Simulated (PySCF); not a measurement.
**[Tl(NC)]2+: other functionals and bases at one geometry**

An exercise on one series of results from a longer session: the logs are not shown, and one member is left open.

Computed with PySCF 2.14.0. Level: several levels, as the steps say, no spin–orbit coupling.

2 further runs of the same task are left out: 1 for a known fault of the program, 1 that didn't finish.

## The system as given

3 atoms, charge 2, spin multiplicity 1.

Bond lengths: Tl1–N2 2.358 Å, N2–C3 1.191 Å. Angles: Tl1–N2–C3 180.0°.

Coordinates:

```
atom   x (Å)   y (Å)    z (Å)
 Tl1  0.0000  0.0000  -0.4567
  N2  0.0000  0.0000   1.9011
  C3  0.0000  0.0000   3.0918
```

Formal oxidation states: Tl +3. An earlier session relaxed this geometry at PBE, Tl def2-SVP with ECP60, N def2-SVP, C def2-SVP (singlet, point group C∞v).

At PBE on the finer grid: E = -264.241228 Eh, HOMO -21.72 eV, LUMO -20.64 eV, Mulliken charge on Tl1 +1.48 e, largest force component 0.001 eV/Å. 

Levels to run: HF; CAM-B3LYP; wB97X; TPSSh; PBE, TZVP; PBE, x2c-SVP. Hardware: 2 threads of Arm Neoverse V2, shared host.

The first run:

Contents of run.py (the lines that set the calculation):

```python
mol = gto.M(atom='''
Tl     0.00000     0.00000    -0.45673
N      0.00000     0.00000     1.90112
C      0.00000     0.00000     3.09182''',
    basis={'Tl': 'def2-SVP', 'N': 'def2-SVP', 'C': 'def2-SVP'},
    ecp={'Tl': 'def2-SVP'},
    charge=2, spin=0)
mf = scf.RHF(mol)
mf = mf.density_fit()  # fitting sets: Tl def2-universal-JKFIT, N def2-universal-JKFIT, C def2-universal-JKFIT
mf.conv_tol = 1e-08; mf.max_cycle = 55
mf.kernel(dm0)  # dm0: the density of the relaxed state
```

Command:

```bash
$ OMP_NUM_THREADS=2 python run.py
```

Among the steps run: HF; CAM-B3LYP; wB97X; TPSSh; PBE, TZVP; PBE, x2c-SVP.

One of the session's tables, all rows but one given; the rest of the session is left out.

| level | HOMO (eV) | gap (eV) | charge on Tl1 (e) | dipole (D) | largest force component (eV/Å) |
| --- | --- | --- | --- | --- | --- |
| PBE (relaxed here) | -21.72 | 1.07 | 1.48 | 6.13 | 0.00 |
| HF | -23.34 | 6.27 | 1.63 | 3.81 | 2.02 |
| CAM-B3LYP | ? | ? | ? | ? | ? |
| wB97X | -24.03 | 5.74 | 1.48 | 5.80 | 0.86 |
| TPSSh | -22.07 | 1.78 | 1.51 | 5.75 | 0.59 |
| PBE, TZVP | -21.65 | 1.02 | 1.48 | 6.13 | 0.78 |
| PBE, x2c-SVP | -21.73 | 1.06 | 1.49 | 6.17 | 0.31 |

Estimate the missing values for CAM-B3LYP.

**Answer.** HOMO (eV): -23.43; gap (eV): 4.19; charge on Tl1 (e): 1.47; dipole (D): 5.97; largest force component (eV/Å): 1.22. In the column «HOMO (eV)» it lies between wB97X (-24.03) and HF (-23.34).

The dipole of a charged species depends on the origin, so these sizes hold for this origin alone.

In one basis the HOMO–LUMO gap runs from 1.07 eV (PBE) to 6.27 eV (HF). The largest leftover force, 2.02 eV/Å with HF, stands at a geometry relaxed at another level. Total energies of different levels can't be compared.
